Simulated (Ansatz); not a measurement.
Ba₂IBrF₂, space group P4mm: cell relaxations under several functionals, run with the Ansatz DFT code, driven from Python.

Contents of `POSCAR`:
```text
Ba2IBrF2
1.0
   4.62336400    0.00000000    0.00000000
   0.00000000    4.62336400    0.00000000
   0.00000000    0.00000000    7.99138600
Ba I Br F
2 1 1 2
Direct
   0.50000000    0.50000000    0.82739600
   0.00000000    0.00000000    0.18519100
   0.00000000    0.00000000    0.64138700
   0.50000000    0.50000000    0.34009800
   0.50000000    0.00000000    0.00296400
   0.00000000    0.50000000    0.00296400
```

Script `ba2ibrf2.py`:
```python
"""How the lattice of Ba2IBrF2 depends on the functional."""

import ansatz as az
from ase.io import read
import numpy as np

def edges_and_angles(cell):
    cell = np.asarray(cell)
    a, b, c = np.linalg.norm(cell, axis=1)
    cosines = cell[1] @ cell[2] / (b * c), cell[0] @ cell[2] / (a * c), cell[0] @ cell[1] / (a * b)
    return (a, b, c, *np.degrees(np.arccos(cosines)))


def main() -> None:
    atoms = read("POSCAR", format="vasp")
    structure = az.Crystal.from_ase(atoms)

    calc = (
        structure.calculation()
        .kpoints(4, 4, 2)
        .occupations("gaussian", width=0.02)
        .relax(cell=True)
    )

    levels = [("lda", "none"), ("pbesol", "d3bj"), ("blyp", "d3bj")]
    print("level            a       b       c    alpha   beta  gamma  V/atom  steps")
    for name, dispersion in levels:
        seen = []
        run = calc.functional(name, dispersion=dispersion).session().plan()
        result = run.execute(on_event=lambda e: seen.append(e) if e["event"] == "relax_step" else None)
        cell = result.lattice.cell_ang
        label = name if dispersion == "none" else f"{name}+{dispersion}"
        print("{:13s} {:7.4f} {:7.4f} {:7.4f} {:6.2f} {:6.2f} {:6.2f}".format(label, *edges_and_angles(cell)), f"{abs(np.linalg.det(cell)) / len(result.lattice.sites):7.3f} {len(seen):5d}")


if __name__ == "__main__":
    main()
```

Rank the levels of theory by the volume of the relaxed cell.

From smallest to largest: LDA (25.20 Å³ an atom, -11.5 % against the start), PBEsol+D3BJ (25.34 Å³ an atom, -11.0 % against the start) and BLYP+D3BJ (27.29 Å³ an atom, -4.2 % against the start). The spread is 8.3 % in volume.

The output:

```console
$ python ba2ibrf2.py
level            a       b       c    alpha   beta  gamma  V/atom  steps
DeckWarning: basis.ecutwfc = 420 eV, auto-derived from the records' recommended cutoffs: set by Ba (normal level)
lda            4.4521  4.4521  7.6289  90.00  90.00  90.00  25.202     9
pbesol+d3bj    4.4604  4.4604  7.6425  90.00  90.00  90.00  25.342    10
blyp+d3bj      4.5488  4.5488  7.9121  90.00  90.00  90.00  27.286     8
```
(Warnings from the package without file and line.)

The structure comes from a database of computed cells and needn't be a stable or known phase. Wall time of the script: 4.7 min on 1 thread of Arm Neoverse N1 (shared host), peak memory 0.56 GiB.
